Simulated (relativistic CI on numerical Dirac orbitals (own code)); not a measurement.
# Os XXXIV (Os³³⁺): levels and lines, part 2 of 2

The task is the spectrum of Os³³⁺: levels, purity of their labels, lifetimes and lines; further runs change one setting each.

Calculated with an in-house relativistic CI code, version 4; Dirac-Coulomb-Breit CI, KLI orbitals optimised for each configuration. The steps go on from the part before.

## (4) Without configuration mixing

Settings, as recorded:

```ini
atom Os  Z=76  charge=33  electrons=43
nucleus A=192  rms_radius_fm=5.4126
hamiltonian dirac-coulomb  breit=on  qed=on  c_scale=1
orbitals kli  potential=per-configuration
slater_scale 1
correlation none
mixing off
configurations
  [Kr] 4d7
  [Ar] 3d10 4s2 4p5 4d8
  [Kr] 4d6 4f
  [Ar] 3d10 4s 4p6 4d8
  [Ar] 3d10 4s2 4p5 4d7 4f
  [Ar] 3d10 4s 4p6 4d7 4f
  [Kr] 4d6 5s
  [Kr] 4d5 4f 5s
  [Kr] 4d6 5p
  [Ar] 3d10 4s2 4p5 4d7 5s
  [Kr] 4d6 5f
  [Kr] 4d5 5s 5p
  [Ar] 3d10 4p6 4d8 4f
  [Kr] 4d6 6s
  [Ar] 3d10 4s 4p6 4d7 5s
  [Ar] 3d10 4p6 4d9
  [Ar] 3d10 4p5 4d10
  [Ar] 3d10 4p5 4d9 4f
  [Kr] 4d5 5s2
  [Kr] 4d4 4f 5s2
  [Ar] 3d10 4s2 4p5 4d5 4f 5s2
  [Ar] 3d10 4s 4p6 4d5 4f 5s2
  [Ar] 3d10 4p6 4d8 5s
  [Ar] 3d10 4p5 4d9 5s
  [Ar] 3d10 4p5 4d8 4f 5s
  [Ar] 3d10 4p6 4d7 5s2
  [Ar] 3d10 4p5 4d8 5s2
  [Ar] 3d10 4p6 4d6 4f 5s2
  [Ar] 3d10 4p5 4d7 4f 5s2
end
```

Main fields:

```text
{
  "status": "converged",
  "levels [i, E_cm, J2, conf, term, w_term, w_jj]": [
    [0, 0, 9, "4s2 4p6 4d7", "4F", 0.6305, 0.9755],
    [1, 42382.289, 3, "4s2 4p6 4d7", "2P", 0.4902, 0.9845],
    [2, 63366.97, 5, "4s2 4p6 4d7", "2D", 0.4838, 0.9402],
    [3, 146117.32, 7, "4s2 4p6 4d7", "4F", 0.8757, 0.9848],
    [4, 173249.12, 9, "4s2 4p6 4d7", "2H", 0.3535, 0.9685],
    [5, 178516.42, 3, "4s2 4p6 4d7", "4F", 0.3496, 0.985],
    [6, 184321.04, 5, "4s2 4p6 4d7", "4P", 0.5915, 0.9565],
    [7, 192755.31, 1, "4s2 4p6 4d7", "4P", 0.5319, 0.9957],
    [8, 201758.83, 11, "4s2 4p6 4d7", "2H", 1, 1],
    [9, 220848.74, 7, "4s2 4p6 4d7", "2G", 0.5055, 0.9554],
    [10, 238889.78, 5, "4s2 4p6 4d7", "2F", 0.6687, 0.956],
    [11, 295508.64, 3, "4s2 4p6 4d7", "2D", 0.8353, 0.9069],
    [12, 321465.76, 5, "4s2 4p6 4d7", "4F", 0.5645, 0.9652],
    [13, 333911.73, 3, "4s2 4p6 4d7", "4P", 0.3613, 0.9273],
    [14, 352230.76, 9, "4s2 4p6 4d7", "2H", 0.5997, 0.9921],
    [15, 352711.15, 1, "4s2 4p6 4d7", "2P", 0.5319, 0.9957],
    "... 384 more rows left out ..."
  ],
  "n_levels_all": 10512,
  "total_energy [Ha]": -16655.946654,
  "configurations [conf, odd, states, E_av_cm, breit_Ha, qed_Ha, corr_Ha]": [
    ["4s2 4p6 4d7", 0, 120, 230112, 18.74, 12.87, "-"],
    ["4s2 4p5 4d8", 1, 270, 2.06556e+06, 18.7, 12.87, "-"],
    ["4s2 4p6 4d6 4f", 1, 2940, 1.9948e+06, 18.71, 12.87, "-"],
    ["4s 4p6 4d8", 0, 90, 3.5143e+06, 18.71, 12.82, "-"],
    ["4s2 4p5 4d7 4f", 0, 10080, 3.81015e+06, 18.67, 12.87, "-"],
    ["4s 4p6 4d7 4f", 1, 3360, 5.26123e+06, 18.68, 12.82, "-"],
    ["4s2 4p6 4d6 5s", 0, 420, 3.81956e+06, 18.74, 12.9, "-"],
    ["4s2 4p6 4d5 4f 5s", 1, 7056, 5.58323e+06, 18.71, 12.89, "-"],
    ["4s2 4p6 4d6 5p", 1, 1260, 4.41397e+06, 18.74, 12.88, "-"],
    ["4s2 4p5 4d7 5s", 1, 1440, 5.64225e+06, 18.69, 12.89, "-"],
    ["4s2 4p6 4d6 5f", 1, 2940, 5.93075e+06, 18.71, 12.88, "-"],
    ["4s2 4p6 4d5 5s 5p", 1, 3024, 8.05399e+06, 18.74, 12.9, "-"],
    ["4p6 4d8 4f", 1, 630, 8.56466e+06, 18.65, 12.77, "-"],
    ["4s2 4p6 4d6 6s", 0, 420, 6.70905e+06, 18.72, 12.89, "-"],
    "... 15 more rows left out ..."
  ]
}
```

Wall time 14 s (1 thread of Arm Neoverse V1, shared host).

Shifts of the excitation energies against the main run, counted from its lowest level (cm⁻¹):

```
                           level  main run    shift
             4d7 [4d5/2^3] J=3/2     43177   -794.5
             4d7 [4d5/2^3] J=5/2     67466  -4099.3
                       4d7 4F7/2    147106   -988.7
     4d7 [4d3/2^3 4d5/2^4] J=9/2    173108   +141.2
     4d7 [4d3/2^3 4d5/2^4] J=3/2    181118  -2601.3
     4d7 [4d3/2^3 4d5/2^4] J=5/2    186298  -1976.7
     4d7 [4d3/2^3 4d5/2^4] J=1/2    194150  -1395.1
                      4d7 2H11/2    200275  +1483.6
4d7 [4d3/2^3 4d5/2^4] J=7/2 (ii)    221298   -449.4
4d7 [4d3/2^3 4d5/2^4] J=5/2 (ii)    240074  -1184.6
                       4d7 2D3/2    300989  -5480.5
     4d7 [4d3/2^2 4d5/2^5] J=5/2    324442  -2975.7
```

## (5) The first 3 configurations alone

Settings, as recorded:

```ini
atom Os  Z=76  charge=33  electrons=43
nucleus A=192  rms_radius_fm=5.4126
hamiltonian dirac-coulomb  breit=on  qed=on  c_scale=1
orbitals kli  potential=per-configuration
slater_scale 1
correlation none
mixing on
configurations
  [Kr] 4d7
  [Ar] 3d10 4s2 4p5 4d8
  [Kr] 4d6 4f
end
```

Main fields:

```text
{
  "status": "converged",
  "levels [i, E_cm, J2, conf, term, w_term, w_jj]": [
    [0, 0, 9, "4p6 4d7", "4F", 0.6305, 0.9755],
    [1, 42382.289, 3, "4p6 4d7", "2P", 0.4902, 0.9845],
    [2, 63366.97, 5, "4p6 4d7", "2D", 0.4838, 0.9402],
    [3, 146117.32, 7, "4p6 4d7", "4F", 0.8757, 0.9848],
    [4, 173249.12, 9, "4p6 4d7", "2H", 0.3535, 0.9685],
    [5, 178516.42, 3, "4p6 4d7", "4F", 0.3496, 0.985],
    [6, 184321.04, 5, "4p6 4d7", "4P", 0.5915, 0.9565],
    [7, 192755.31, 1, "4p6 4d7", "4P", 0.5319, 0.9957],
    [8, 201758.83, 11, "4p6 4d7", "2H", 1, 1],
    [9, 220848.74, 7, "4p6 4d7", "2G", 0.5055, 0.9554],
    [10, 238889.78, 5, "4p6 4d7", "2F", 0.6687, 0.956],
    [11, 295508.64, 3, "4p6 4d7", "2D", 0.8353, 0.9069],
    "... 388 more rows left out ..."
  ],
  "n_levels_all": 410,
  "total_energy [Ha]": -16655.946654,
  "configurations [conf, odd, states, E_av_cm, breit_Ha, qed_Ha, corr_Ha]": [
    ["4p6 4d7", 0, 120, 230112, 18.74, 12.87, "-"],
    ["4p5 4d8", 1, 270, 2.06556e+06, 18.7, 12.87, "-"],
    ["4p6 4d6 4f", 1, 2940, 1.9948e+06, 18.71, 12.87, "-"]
  ]
}
```

Wall time 0.52 s (1 thread of Arm Neoverse V1, shared host).

Shifts of the excitation energies against the main run, counted from its lowest level (cm⁻¹):

```
                           level  main run    shift
             4d7 [4d5/2^3] J=3/2     43177   -794.5
             4d7 [4d5/2^3] J=5/2     67466  -4099.3
                       4d7 4F7/2    147106   -988.7
     4d7 [4d3/2^3 4d5/2^4] J=9/2    173108   +141.2
     4d7 [4d3/2^3 4d5/2^4] J=3/2    181118  -2601.3
     4d7 [4d3/2^3 4d5/2^4] J=5/2    186298  -1976.7
     4d7 [4d3/2^3 4d5/2^4] J=1/2    194150  -1395.1
                      4d7 2H11/2    200275  +1483.6
4d7 [4d3/2^3 4d5/2^4] J=7/2 (ii)    221298   -449.4
4d7 [4d3/2^3 4d5/2^4] J=5/2 (ii)    240074  -1184.6
                       4d7 2D3/2    300989  -5480.5
     4d7 [4d3/2^2 4d5/2^5] J=5/2    324442  -2975.7
```

## (6) The runs side by side

The summary covers parts 1 to 2.

| run | time | mean size of shift, levels followed (cm⁻¹) | lowest level | ionisation energy (eV) |
| --- | --- | --- | --- | --- |
| main run | 15 s | 0 | 4d7 [4d5/2^3] J=9/2 | 1420.2 |
| Slater integrals scaled by 0.9 | 15 s | 4817 | 4d7 [4d5/2^3] J=9/2 | 1420.2 |
| without configuration mixing | 14 s | 1964 | 4d7 [4d5/2^3] J=9/2 | - |
| the first 3 configurations alone | 0.52 s | 1964 | 4d7 [4d5/2^3] J=9/2 | - |

The tabulated theoretical ionisation energy (NIST) is 1420 eV.

## (7) Results

| quantity | value |
| --- | --- |
| lowest level | 4d7 [4d5/2^3] J=9/2 |
| first excitation | 4d7 [4d5/2^3] J=3/2, 43177 cm⁻¹ |
| lowest level of the other parity | 4p5 4d8 4G°11/2, 191.19 eV |
| levels in the model | 10512 |
| fastest E1 line (by rate) to the lowest level among the lowest 400 of 10512 levels | 4.635 nm, from 4d6 4f 4G°11/2 (v) |
| ionisation energy | 1420.2 eV |
| ionisation energy, tabulated theoretical (NIST) | 1420 eV |

What this shows: The lowest level is 4d7 [4d5/2^3] J=9/2, 62 % pure in LS and 97 % in jj coupling; over the low levels the means are 58 and 96 %, so jj coupling describes them better. The ionisation energy agrees with the tabulated theoretical value within its uncertainty of 5 eV. The largest mover is «Slater integrals scaled by 0.9» (4817 cm⁻¹ on average). Lifetimes count radiative decay inside the model alone.
